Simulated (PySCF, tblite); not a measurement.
# In₉N₉H₂₆: electronic excitations

Wanted: electronic excitations for In₉N₉H₂₆.

Computed with tblite 0.8.0 and PySCF 2.14.0 and routines of our own; the level stands in each step. Atoms count from 0.

## (1) The system as given

44 atoms, charge 0, multiplicity 1; geometry from: force field, distance geometry or constructed start.

## (2) Relaxing the molecule with GFN2-xTB

Job settings and geometry (Å):

```
{"job": {"kind": "relax", "xc": "GFN2-xTB", "basis": "xTB"}, "charge": 0, "multiplicity": 1}
In    -2.436100    -0.625600    -0.203400
In    -0.683500    -1.637700    -3.083900
In     1.085600    -0.626100    -0.200800
In    -0.681000    -1.635900     2.667200
In    -0.681300    -3.674600    -0.198400
In     1.077100     1.408800    -3.079600
In     2.841200     2.427500    -0.205100
In    -0.676900     2.428500    -0.200300
In     1.083100     1.407200     2.673000
N     -2.443800    -0.624600     1.956200
N     -2.443100     1.408100    -0.922700
N     -0.682800    -1.642300    -0.920600
N      1.077000    -0.623100    -3.790800
N      1.082600    -0.624400     1.951900
N      1.078200     1.414400    -0.920400
N     -0.682200    -3.672800     1.960900
N      2.841500     2.427700     1.955500
N     -0.681400     2.422400     1.953600
H      3.689700     1.937400     2.303800
H      2.843900     3.407300     2.304000
H     -0.682600     3.410200     2.302800
H     -1.530300     1.937100     2.301100
H     -3.286700    -1.109400     2.307900
H     -2.445200     0.352400     2.299800
H     -1.528900    -4.161100     2.302200
H      0.162800    -4.164600     2.303800
H     -3.289400     1.901900    -0.574600
H     -2.441600     1.409900    -1.959400
H      1.081000    -0.623400    -4.837800
H      1.930700    -1.113600    -3.445800
H      1.933200    -1.113400     2.300200
H     -2.111000    -4.497100    -0.784900
H     -2.110100    -0.815300    -3.662300
H     -3.867700    -1.450000    -0.781400
H      2.510500     2.236000    -3.663700
H     -0.679800    -1.638100     4.420500
H      2.508500    -1.448600    -0.789200
H      1.081300     1.411800     4.420800
H     -0.679200    -3.294100    -3.660500
H      4.265200     1.604300    -0.783900
H      2.841000     4.073400    -0.781300
H      0.754500    -4.504000    -0.781400
H     -0.343500     2.235200    -3.664000
H     -0.677700     4.075200    -0.786900
```

The run is started by

```sh
> OMP_NUM_THREADS=2 python large_run.py task.json out
```

This one command runs all jobs of the session in turn.

Standard output:

```text
step      E/eV     max force
  0   -1373.90059    2.120
  1   -1374.36893    1.619
  2   -1374.87997    1.019
  3   -1374.99894    0.577
  4   -1375.06365    0.352
  5   -1375.11611    0.343
  6   -1375.17415    0.381
  7   -1375.21338    0.285
  8   -1375.24344    0.290
  9   -1375.27171    0.320
 10   -1375.30450    0.320
 11   -1375.32890    0.279
 12   -1375.34456    0.248
 13   -1375.35766    0.253
 14   -1375.37099    0.248
 15   -1375.38293    0.188
 16   -1375.39257    0.199
 17   -1375.40057    0.191
 18   -1375.40811    0.157
 19   -1375.41392    0.136
 20   -1375.41737    0.105
 21   -1375.41983    0.086
 22   -1375.42195    0.097
 23   -1375.42365    0.075
 24   -1375.42501    0.072
 25   -1375.42646    0.072
 26   -1375.42850    0.093
 27   -1375.43113    0.104
 28   -1375.43366    0.096
 29   -1375.43558    0.078
 30   -1375.43711    0.065
 31   -1375.43842    0.067
 32   -1375.43954    0.057
 33   -1375.44064    0.061
 34   -1375.44188    0.075
 35   -1375.44326    0.064
 36   -1375.44442    0.056
 37   -1375.44520    0.047
 38   -1375.44587    0.054
 39   -1375.44667    0.054
 40   -1375.44770    0.068
 41   -1375.44878    0.071
 42   -1375.44961    0.052
 43   -1375.45018    0.054
 44   -1375.45065    0.059
 45   -1375.45111    0.042
 46   -1375.45149    0.027
 47   -1375.45179    0.034
 48   -1375.45208    0.042
 49   -1375.45244    0.048
 50   -1375.45289    0.038
 51   -1375.45332    0.040
 52   -1375.45366    0.034
 53   -1375.45393    0.031
 54   -1375.45418    0.029
 55   -1375.45443    0.030
 56   -1375.45465    0.026
 57   -1375.45486    0.025
 58   -1375.45505    0.024
 59   -1375.45525    0.022
 60   -1375.45542    0.022
 61   -1375.45558    0.023
 62   -1375.45572    0.023
 63   -1375.45587    0.024
 64   -1375.45603    0.024
 65   -1375.45620    0.026
 66   -1375.45637    0.023
 67   -1375.45652    0.022
 68   -1375.45663    0.016
```

Run time: 5.5 s. Hardware: 2 threads of Arm Neoverse N1, shared host; peak memory 0.16 GiB.

Step by step:

```tsv
step	energy from step 0 (eV)	largest force (eV/Å)
0	0.0000	2.1200
1	-0.4683	1.6185
2	-0.9794	1.0191
3	-1.0983	0.5767
4	-1.1631	0.3523
5	-1.2155	0.3430
6	-1.2736	0.3811
7	-1.3128	0.2849
8	-1.3428	0.2896
13	-1.4571	0.2534
18	-1.5075	0.1572
23	-1.5231	0.0757
28	-1.5331	0.0967
33	-1.5401	0.0612
38	-1.5453	0.0541
43	-1.5496	0.0545
48	-1.5515	0.0419
53	-1.5533	0.0307
58	-1.5545	0.0240
64	-1.5554	0.0242
65	-1.5556	0.0260
66	-1.5558	0.0229
67	-1.5559	0.0212
68	-1.5560	0.0169
```

Close pairs (by a distance rule), those that changed most:

```tsv
bond	before (Å)	after (Å)	change (Å)
In4–N15	2.159	2.296	+0.137
In6–N16	2.161	2.296	+0.135
In7–N17	2.154	2.248	+0.094
In7–N14	2.151	2.058	-0.093
In0–N11	2.150	2.058	-0.092
In2–N14	2.164	2.073	-0.091
In2–N11	2.163	2.073	-0.090
In0–N9	2.160	2.248	+0.088
```

The final coordinates are the input of the step that follows.

## (3) Vibrational analysis with GFN2-xTB

Job settings and geometry (Å):

```
{"job": {"kind": "ir", "xc": "GFN2-xTB", "basis": "xTB"}, "charge": 0, "multiplicity": 1}
In    -2.499029    -0.801200    -0.347001
In    -0.827296    -1.691282    -3.048029
In     1.019317    -0.587895    -0.308086
In    -0.641033    -1.608489     2.737478
In    -0.581404    -3.669078    -0.392874
In     1.050368     1.562152    -3.048917
In     2.886958     2.339159    -0.394211
In    -0.555374     2.565388    -0.347375
In     1.073874     1.360716     2.736844
N     -2.486976    -0.808477     1.900682
N     -2.340347     1.351434    -0.830943
N     -0.686550    -1.609476    -0.892908
N      0.963717    -0.556475    -3.653060
N      0.987123    -0.569102     1.892659
N      1.050887     1.399945    -0.893873
N     -0.578756    -3.579021     1.901220
N      2.811527     2.290970     1.899783
N     -0.542306     2.558761     1.900358
H      3.665136     1.836596     2.228189
H      2.873413     3.258399     2.218703
H     -0.381556     3.528231     2.180778
H     -1.451033     2.300988     2.288200
H     -3.246008    -1.432491     2.181465
H     -2.718251     0.107443     2.288313
H     -1.386364    -4.115612     2.219534
H      0.240839    -4.091808     2.230274
H     -3.213713     1.855477    -0.669216
H     -2.242686     1.294932    -1.850153
H      1.088355    -0.628546    -4.664545
H      1.776243    -1.025618    -3.240249
H      1.840616    -1.062313     2.164143
H     -2.123132    -4.344409    -0.642595
H     -2.214484    -0.777060    -3.513802
H     -3.985668    -1.444871    -0.817126
H      2.590960     2.104189    -3.547124
H     -0.748303    -1.509222     4.419383
H      2.463691    -1.421923    -0.695211
H      0.934947     1.404505     4.418720
H     -0.525995    -3.296538    -3.545839
H      4.197885     1.339525    -0.744197
H      2.699911     4.011953    -0.643215
H      0.940102    -4.304113    -0.741641
H     -0.435383     2.306023    -3.514370
H     -0.741422     4.174621    -0.818053
```

Standard output:

```text
mode    cm-1     km/mol
  1     -35.5      2.92
  2      12.3      0.12
  3      33.5      1.04
  4      38.0      0.43
  5      41.4      1.18
  6      45.9      0.22
  7      47.0      0.65
  8      52.7      2.27
  9      57.5      0.38
 10      59.4      0.01
 11      66.7      0.27
 12      68.8      0.47
 13      71.0      0.46
 14      72.8      0.15
 15      74.1      0.18
 16      77.8      1.72
 17      82.6      0.17
 18      86.2      0.38
 19      93.8      1.50
 20     100.5      0.35
 21     105.1      0.52
 22     106.4      0.66
 23     117.5      1.55
 24     126.0      1.33
 25     137.8      0.10
 26     146.9      0.47
 27     165.9      3.51
 28     242.9     10.47
 29     244.2     21.54
 30     262.3      2.38
 31     267.7      2.83
 32     274.2      5.87
 33     278.2      0.02
 34     284.5      0.01
 35     291.2      6.24
 36     293.2     32.11
 37     296.9      4.38
 38     301.6      0.70
 39     317.8     39.83
 40     319.9      1.82
 41     332.8      2.10
 42     342.2      4.12
 43     345.3      0.40
 44     356.5     10.80
 45     356.9     55.43
 46     366.1      0.87
 47     369.2     25.44
 48     373.3      5.68
 49     373.6    155.15
 50     377.7      8.62
 51     380.6      0.41
 52     388.2      0.07
 53     393.3    110.35
 54     394.0     28.60
 55     399.6    129.46
 56     401.1     30.29
 57     413.1     16.82
 58     417.8     18.20
 59     424.2     15.33
 60     433.4    116.45
 61     444.0     31.35
 62     447.4     14.25
 63     447.6     44.05
 64     450.4      2.65
 65     457.2      0.02
 66     472.3    614.63
 67     476.9     44.72
 68     478.4    104.25
 69     496.6    234.55
 70     498.3    279.43
 71     502.8   1046.28
 72     526.8    622.19
 73     536.5    678.31
 74     536.9    158.64
 75     554.9    330.91
 76     555.0     53.92
 77     563.8     97.30
 78     567.6    326.05
 79     585.5     99.52
 80     606.2    715.62
 81     641.7      3.08
 82     666.2      5.76
 83     687.3     23.46
 84     689.3      0.16
 85     694.8     24.64
 86     710.9     10.76
 87     756.5     26.21
 88     762.3     81.01
 89     768.3     23.60
 90     773.5     28.76
 91     785.8    563.70
 92     789.9    197.33
 93     813.3     90.13
 94     827.4    240.13
 95    1393.9      0.33
 96    1403.1    313.16
 97    1436.6      3.64
 98    1439.0     42.78
 99    1448.5    131.34
100    1451.2     87.66
101    1455.0     85.87
102    1456.5     48.01
103    1468.1     82.93
104    1505.0     63.81
105    1508.3    247.21
106    1528.1    828.80
107    1529.7    355.92
108    1584.0     38.26
109    1587.8    207.10
110    1592.0    445.32
111    1617.5    975.91
112    1631.8    247.43
113    1640.4   1455.62
114    3205.4      9.70
115    3215.4      2.25
116    3222.5      0.59
117    3269.3      1.07
118    3269.6      1.00
119    3274.0      2.20
120    3276.0      3.14
121    3279.4      0.13
122    3280.3      2.15
123    3280.6      1.08
124    3284.2      0.66
125    3291.3      0.83
126    3291.8      1.79
```

Wall time 20 s (2 threads of Arm Neoverse N1, shared host); peak memory 0.16 GiB.

The strongest bands and the atoms that carry them (share of the mass-weighted mode):

```tsv
cm⁻¹	km/mol	atoms
472	614.6	H33 11 %, H43 11 %
503	1046.3	H40 16 %, H31 16 %, H36 12 %
527	622.2	H36 16 %, N11 12 %, N14 12 %, H41 12 %
536	678.3	H38 12 %, H31 10 %, H40 10 %, N11 10 %
606	715.6	H32 30 %, H42 30 %, H38 14 %, H34 14 %
1528	828.8	H40 27 %, H31 26 %, H38 18 %, H34 18 %
1618	975.9	H37 49 %, H35 48 %
1640	1455.6	H41 39 %, H39 35 %
```

## (4) Electronic excitations: TDA PBE0/def2-SVP

Settings changed since step 3:

```diff
@@ -1,2 +1,2 @@
-{"job": {"kind": "ir", "xc": "GFN2-xTB", "basis": "xTB"}, "charge": 0, "multiplicity": 1}
+{"job": {"kind": "uv", "basis": "def2-SVP", "grid": 1, "kgrid": 0, "vcut": 1.5, "nstates": 6, "ntriplets": 2, "tda": true, "delta": [], "pop": true, "xc": "PBE0"}, "charge": 0, "multiplicity": 1}
 In    -2.499029    -0.801200    -0.347001
```

Method: TDA PBE0/def2-SVP, vertical, gas phase, core orbitals frozen in the response, virtual orbitals cut by energy.

Standard output:

```text
start: PBE on a coarse grid of 166549 points
cycle   1  E = -2179.8364403909  dE = -1.582e+02  |g| = 1.148e+01  |ddm| = 4.326e+01
cycle   2  E = -1506.2774022920  dE =  6.736e+02  |g| = 3.276e+01  |ddm| = 2.898e+02
cycle   3  E = -2037.4129634884  dE = -5.311e+02  |g| = 1.978e+01  |ddm| = 2.838e+02
cycle   4  E = -2066.8508113328  dE = -2.944e+01  |g| = 1.551e+01  |ddm| = 6.345e+01
cycle   5  E = -2100.3926570540  dE = -3.354e+01  |g| = 1.321e+01  |ddm| = 4.939e+01
cycle   6  E = -2214.6663402344  dE = -1.143e+02  |g| = 3.425e+00  |ddm| = 2.040e+01
cycle   7  E = -2202.5928439440  dE =  1.207e+01  |g| = 6.319e+00  |ddm| = 1.660e+01
cycle   8  E = -2217.0108540536  dE = -1.442e+01  |g| = 2.171e+00  |ddm| = 1.563e+01
cycle   9  E = -2218.2461185884  dE = -1.235e+00  |g| = 1.403e+00  |ddm| = 4.539e+00
cycle  10  E = -2218.6998288299  dE = -4.537e-01  |g| = 5.597e-01  |ddm| = 1.883e+00
cycle  11  E = -2218.7491578380  dE = -4.933e-02  |g| = 2.906e-01  |ddm| = 8.108e-01
cycle  12  E = -2218.7681225096  dE = -1.896e-02  |g| = 1.597e-01  |ddm| = 4.980e-01
cycle  13  E = -2218.7738303036  dE = -5.708e-03  |g| = 4.281e-02  |ddm| = 1.847e-01
cycle  14  E = -2218.7742261700  dE = -3.959e-04  |g| = 2.274e-02  |ddm| = 6.692e-02
cycle  15  E = -2218.7743348130  dE = -1.086e-04  |g| = 9.121e-03  |ddm| = 3.048e-02
final grid: 166549 points
cycle  16  E = -2218.8384629312  dE = -2.104e-02  |g| = 6.770e-02  |ddm| = 7.203e-01
cycle  17  E = -2218.8383100041  dE =  1.529e-04  |g| = 6.278e-02  |ddm| = 1.843e-01
cycle  18  E = -2218.8389238376  dE = -6.138e-04  |g| = 3.641e-02  |ddm| = 1.074e-01
cycle  19  E = -2218.8392423211  dE = -3.185e-04  |g| = 5.124e-03  |ddm| = 3.648e-02
cycle  20  E = -2218.8392458032  dE = -3.482e-06  |g| = 2.758e-03  |ddm| = 7.575e-03
cycle  21  E = -2218.8392491151  dE = -3.312e-06  |g| = 6.894e-04  |ddm| = 2.979e-03
cycle  22  E = -2218.8392456810  dE =  3.434e-06  |g| = 1.556e-04  |ddm| = 8.317e-04
cycle  23  E = -2218.8392482529  dE = -2.572e-06  |g| = 5.993e-05  |ddm| = 2.221e-04
converged SCF energy = -2218.8392482529

Static polarisability (au): isotropic 343.931, principal 305.605 359.031 367.157

Singlet excitations
state   eV       nm        f      main configurations
  1   4.8250    257.0   0.07199   H->L 0.94
  2   4.9572    250.1   0.02011   H-1->L 0.97
  3   5.1788    239.4   0.13484   H-3->L 0.96
  4   5.2169    237.7   0.00145   H-2->L 0.89
  5   5.3849    230.2   0.02168   H->L+1 0.61, H->L+2 0.23
  6   5.4112    229.1   0.01647   H->L+2 0.58, H->L+1 0.29

Triplet excitations (Tamm-Dancoff, eV): 4.6225 4.7335
```

It took 4.6 min on 2 threads of Arm Neoverse N1, shared host; peak memory 1.9 GiB.

Frontier orbitals and where they lie:

```tsv
orbital	eV	atoms
HOMO−4	-7.32	N14 11 %, N11 11 %, H39 9 %
HOMO−3	-7.16	N13 19 %, N14 14 %, N11 14 %
HOMO−2	-7.08	H31 9 %, H40 9 %, In5 8 %
HOMO−1	-6.89	H36 19 %, In2 14 %, N14 14 %
HOMO	-6.73	N14 18 %, N11 18 %, H34 8 %
LUMO	-1.12	In7 8 %, In0 8 %, In3 8 %
LUMO+1	-0.58	In3 22 %, In8 22 %, N13 6 %
LUMO+2	-0.42	In7 10 %, In0 10 %, In6 8 %
LUMO+3	-0.31	In3 11 %, In8 11 %, In0 7 %
```

With each of the 6 states as a Gaussian band of 0.4 eV half-width at 1/e, the curve within the window shown has maxima at 242 nm (ε 8,700) L/(mol cm). Beyond the last state computed it falls off for lack of states. The curve at chosen wavelengths:

```csv
nm,ε (L/mol/cm)
217,1817
220,2703
223,3754
226,4898
229,6035
232,7061
235,7885
238,8445
241,8713
244,8697
247,8427
250,7950
253,7320
257,6333
260,5542
263,4753
266,3997
269,3296
272,2667
275,2118
278,1652
281,1265
284,953
287,706
290,515
293,370
```

Ground-state properties from the same run:

```tsv
property	computed
dipole moment (D)	8.94
polarisability (Å³)	50.97
HOMO–LUMO gap (eV)	5.61
−ε(HOMO) (eV)	6.73
```

## (5) What came out

| quantity | value |
| --- | --- |
| strongest single infrared mode (GFN2-xTB) | 1640 cm⁻¹, 1456 km/mol |
| zero-point energy (GFN2-xTB) | 150.2 kcal/mol |
| lowest singlet (PBE0/def2-SVP) | 4.83 eV (257 nm), f = 0.072 |
| brightest single state of those computed | state 3, 5.18 eV, f = 0.135 |
| lowest triplet | 4.62 eV |

The lowest mode is imaginary (36i cm⁻¹), so the xTB geometry is not a minimum. The strongest single mode, at 1640 cm⁻¹, moves mainly H41 and H39. GFN2-xTB is a fitted tight-binding method: band positions and strengths are rough. Its intensities can rank the bands wrongly. The first singlet state (HOMO→LUMO 0.94) lies at 4.83 eV and is bright; of the 6 states computed, the strongest absorption comes from state 3 at 5.18 eV. The lowest triplet lies 0.20 eV below the lowest singlet. Spin-orbit coupling, left out, mixes singlets and triplets in elements this heavy.
